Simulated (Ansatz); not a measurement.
# CH2Cl2OSi: basis-set convergence

How large a basis does CH2Cl2OSi need? Two functionals are run in growing sets.

Program: Ansatz 0.2.0, Gaussian basis. Level of theory: one geometry, several basis sets. These are calculated values, not measurements.

The runs, in order: PBE0-D4/def2-SVP; ωB97M-V/def2-SVP; PBE0-D4/def2-QZVPP; ωB97M-V/def2-QZVPP; the functionals' def2-TZVPP values are taken from earlier runs.

## 1. The relaxed structure

An earlier PBE0-D4 in a triple-zeta def2 set relaxation fixed the geometry.

SMILES `ClC1(Cl)O[SiH2]1`, 7 atoms, charge 0, spin multiplicity 1.

Atoms are counted from 1 here; the program's logs count them from 0.

Bond lengths: Cl1–C2 1.757 Å, C2–Cl3 1.757 Å, C2–O4 1.409 Å, C2–Si5 1.815 Å, O4–Si5 1.686 Å, Si5–H6 1.475 Å, Si5–H7 1.475 Å. Angles: Cl1–C2–Cl3 111.1°, Cl1–C2–O4 113.4°, Cl1–C2–Si5 122.9°, Cl3–C2–O4 113.4°, Cl3–C2–Si5 122.9°, O4–C2–Si5 61.5°, C2–O4–Si5 71.2°, C2–Si5–O4 47.3°, C2–Si5–H6 121.3°, C2–Si5–H7 121.3°, O4–Si5–H6 116.1°, O4–Si5–H7 116.1°, H6–Si5–H7 115.5°.

Coordinates:

```mol
CH2Cl2OSi
  3D, bonds by distance, orders not assigned

  7  7  0  0  0  0  0  0  0  0999 V2000
   -0.6048   -1.4077    1.7323 Cl  0  0
    0.0670   -0.7945    0.2288 C   0  0
    0.4678   -2.1077   -0.8679 Cl  0  0
    1.1238    0.1177    0.4191 O   0  0
   -0.1589    0.9187   -0.3256 Si  0  0
   -0.8785    1.9041    0.5031 H   0  0
    0.0449    1.3014   -1.7355 H   0  0
  1  2  8  0
  2  3  8  0
  2  4  8  0
  4  5  8  0
  5  6  8  0
  5  7  8  0
  2  5  8  0
M  END
```

## 2. PBE0-D4 in def2-SVP

Input file in.yaml:

```yaml
crystal:
  periodic: [false, false, false]
  atoms:
    - {symbol: Cl, position_ang: [-0.604775, -1.407716, 1.732324]}
    - {symbol: C, position_ang: [0.067000, -0.794549, 0.228800]}
    - {symbol: Cl, position_ang: [0.467786, -2.107708, -0.867944]}
    - {symbol: O, position_ang: [1.123753, 0.117728, 0.419098]}
    - {symbol: Si, position_ang: [-0.158911, 0.918654, -0.325609]}
    - {symbol: H, position_ang: [-0.878518, 1.904144, 0.503121]}
    - {symbol: H, position_ang: [0.044866, 1.301446, -1.735490]}
basis:
  gaussian: {orbitals: def2-SVP}
hamiltonian: {xc: pbe0, dispersion: d4}
output: {orbitals: {seedname: orbitals}}
```

Launch:

```
ansatz run in.yaml --threads 2 --pin off --events-out ev --progress --plain --max-ram 4352MiB
```

The log of the run:

```text
Functional definition: PBE0
  name "PBE0"
  cite "Adamo & Barone, J. Chem. Phys. 110, 6158 (1999) doi:10.1063/1.478522"
  cite "Perdew, Burke & Ernzerhof, Phys. Rev. Lett. 77, 3865 (1996) doi:10.1103/PhysRevLett.77.3865"
  parent pbe
  parameter a = 0.25
  parameter kappa = 0.804
  parameter beta = 0.06672455060314922
  exchange = (1 - a)*pbe_x(kappa = kappa, mu = beta*pi^2/3) + a*exact_x
  correlation = pbe_c(beta = beta)
862 factors; integrals over basis functions are off by at most 1.2e-3 eV
mean field evaluation 1: about -36007.6651 eV, gradient 4.0e1 eV
mean field evaluation 2: about -35997.4995 eV, gradient 8.2e1 eV
mean field evaluation 4: about -36010.6867 eV, gradient 1.2e0 eV
mean field evaluation 8: about -36010.8246 eV, gradient 2.9e-1 eV
mean field evaluation 16: about -36010.8248 eV, gradient 1.6e-5 eV
mean field -36010.82482553 eV, -1323.3734033246 hartree, gradient 1.6e-5 eV, S^2 0.000000; 0 other end points of the search recorded, 0 dependent functions left out
reference -36010.82484750 eV, -1323.3734041320 hartree; 32, 32 occupied and 60, 60 virtual orbitals, 862 factors
Total energy: -36011.01088539 eV, -1323.3802408983 hartree
```

Run time: 1.6 s. Hardware: 2 threads of Arm Neoverse V1, shared host.

## 3. ωB97M-V in def2-SVP

Edit in.yaml of step 2 so:

```diff
@@ -12,3 +12,3 @@
   gaussian: {orbitals: def2-SVP}
-hamiltonian: {xc: pbe0, dispersion: d4}
+hamiltonian: {xc: {name: wB97M-V}}
 output: {orbitals: {seedname: orbitals}}
```

Launched as before.

The log of the run (excerpt; [...] marks lines left out):

```text
Functional definition: wB97M-V
  name "wB97M-V"
  cite "Mardirossian & Head-Gordon, J. Chem. Phys. 144, 214110 (2016) doi:10.1063/1.4952647"
  cite "Becke, J. Chem. Phys. 107, 8554 (1997) doi:10.1063/1.475007"
  cite "Vydrov & Van Voorhis, J. Chem. Phys. 133, 244103 (2010) doi:10.1063/1.3521275"
  # Of w^i u^j: cxij and so on, Table III.
[...]
  gx(w, u) = 1 - cx + cx01*u + cx10*w
  gss(w, u) = css00 + css04*u^4 + css10*w + css20*w^2 + css43*w^4*u^3
  gos(w, u) = cos00 + cos10*w + (cos20 + cos21*u)*w^2 + (cos60 + cos61*u)*w^6
[...]
      + integral(e_c_pw_mod_opposite_spin*gos(b97_w_opposite, b97_u_opposite)) + vv10(b, c)
862 factors; integrals over basis functions are off by at most 1.2e-3 eV
231 factors; integrals over basis functions are off by at most 4.9e-6 eV
[...]
mean field -36023.15896858 eV, -1323.8266747211 hartree, gradient 2.9e-5 eV, S^2 0.000000; 0 other end points of the search recorded, 0 dependent functions left out
reference -36023.15900101 eV, -1323.8266759128 hartree; 32, 32 occupied and 60, 60 virtual orbitals, 862 factors
Total energy: -36023.15900101 eV, -1323.8266759128 hartree
```

It took 7.5 s on 2 threads of Arm Neoverse V1, shared host; peak memory 0.27 GiB.

## 4. PBE0-D4 in def2-QZVPP

Edit in.yaml of step 3 so:

```diff
@@ -11,4 +11,4 @@
 basis:
-  gaussian: {orbitals: def2-SVP}
-hamiltonian: {xc: {name: wB97M-V}}
+  gaussian: {orbitals: "def2-QZVPP.json"}
+hamiltonian: {xc: pbe0, dispersion: d4}
 output: {orbitals: {seedname: orbitals}}
```

Launched as before.

The log of the run:

```text
Functional definition: PBE0
  name "PBE0"
  cite "Adamo & Barone, J. Chem. Phys. 110, 6158 (1999) doi:10.1063/1.478522"
  cite "Perdew, Burke & Ernzerhof, Phys. Rev. Lett. 77, 3865 (1996) doi:10.1103/PhysRevLett.77.3865"
  parent pbe
  parameter a = 0.25
  parameter kappa = 0.804
  parameter beta = 0.06672455060314922
  exchange = (1 - a)*pbe_x(kappa = kappa, mu = beta*pi^2/3) + a*exact_x
  correlation = pbe_c(beta = beta)
1582 factors; their error is unknown
mean field evaluation 1: about -36022.5819 eV, gradient 5.1e1 eV
mean field evaluation 2: about -36004.2545 eV, gradient 1.1e2 eV
mean field evaluation 4: about -36027.2331 eV, gradient 4.9e0 eV
mean field evaluation 8: about -36027.3153 eV, gradient 3.6e-1 eV
mean field evaluation 16: about -36027.3154 eV, gradient 3.1e-5 eV
mean field -36027.31537656 eV, -1323.9794198970 hartree, gradient 3.1e-5 eV, S^2 0.000000; 0 other end points of the search recorded, 0 dependent functions left out
reference -36027.31541112 eV, -1323.9794211670 hartree; 32, 32 occupied and 352, 352 virtual orbitals, 1582 factors
Total energy: -36027.50144901 eV, -1323.9862579334 hartree
```

It took 14 s on 2 threads of Arm Neoverse V1, shared host; peak memory 1.2 GiB.

## 5. ωB97M-V in def2-QZVPP

Edit in.yaml of step 4 so:

```diff
@@ -12,3 +12,3 @@
   gaussian: {orbitals: "def2-QZVPP.json"}
-hamiltonian: {xc: pbe0, dispersion: d4}
+hamiltonian: {xc: {name: wB97M-V}}
 output: {orbitals: {seedname: orbitals}}
```

The command is unchanged.

The log of the run (excerpt; [...] marks lines left out):

```text
Functional definition: wB97M-V
  name "wB97M-V"
  cite "Mardirossian & Head-Gordon, J. Chem. Phys. 144, 214110 (2016) doi:10.1063/1.4952647"
  cite "Becke, J. Chem. Phys. 107, 8554 (1997) doi:10.1063/1.475007"
  cite "Vydrov & Van Voorhis, J. Chem. Phys. 133, 244103 (2010) doi:10.1063/1.3521275"
  # Of w^i u^j: cxij and so on, Table III.
[...]
  gx(w, u) = 1 - cx + cx01*u + cx10*w
  gss(w, u) = css00 + css04*u^4 + css10*w + css20*w^2 + css43*w^4*u^3
  gos(w, u) = cos00 + cos10*w + (cos20 + cos21*u)*w^2 + (cos60 + cos61*u)*w^6
[...]
      + integral(e_c_pw_mod_opposite_spin*gos(b97_w_opposite, b97_u_opposite)) + vv10(b, c)
1530 factors; their error is unknown
278 factors; integrals over basis functions are off by at most 3.2e-5 eV
[...]
mean field -36039.56126106 eV, -1324.4294478518 hartree, gradient 7.0e-5 eV, S^2 0.000000; 0 other end points of the search recorded, 0 dependent functions left out
reference -36039.56131655 eV, -1324.4294498913 hartree; 32, 32 occupied and 352, 352 virtual orbitals, 1530 factors
Total energy: -36039.56131655 eV, -1324.4294498913 hartree
```

It took 30 s on 2 threads of Arm Neoverse V1, shared host; peak memory 1.5 GiB.

## 6. Functionals by basis

The def2-TZVPP values come from earlier runs at the same geometry.

| functional | basis | functions | energy (eV) | from the largest (eV) | HOMO (eV) | LUMO (eV) |
| --- | --- | --- | --- | --- | --- | --- |
| PBE0-D4 | def2-SVP | 92 | -36011.0109 | 16.491 | -7.60 | -1.12 |
| PBE0-D4 | def2-TZVPP | 216 | -36026.3169 | 1.185 | -7.71 | -1.47 |
| PBE0-D4 | def2-QZVPP | 384 | -36027.5014 | 0.000 | -7.76 | -1.56 |
| ωB97M-V | def2-SVP | 92 | -36023.1590 | 16.402 | -9.71 | 0.87 |
| ωB97M-V | def2-TZVPP | 216 | -36038.4427 | 1.119 | -9.88 | 0.34 |
| ωB97M-V | def2-QZVPP | 384 | -36039.5613 | 0.000 | -9.93 | 0.14 |

## 7. Summary of results

| quantity | value |
| --- | --- |
| PBE0-D4: double and triple zeta above quadruple | 16.49, 1.18 eV |
| ωB97M-V: double and triple zeta above quadruple | 16.40, 1.12 eV |

**Reading.** For PBE0-D4 the step from double to triple zeta gains 15.31 eV and the next only 1.18 eV. These are total energies; as a rule much of such shifts cancels in differences, which this series doesn't test. The LUMO of ωB97M-V is positive and keeps falling with the basis (0.87 to 0.14 eV): an unbound level that the basis holds in place.

For PBE0-D4 the largest set took about 8 times as long as the smallest (14 s against 1.6 s).
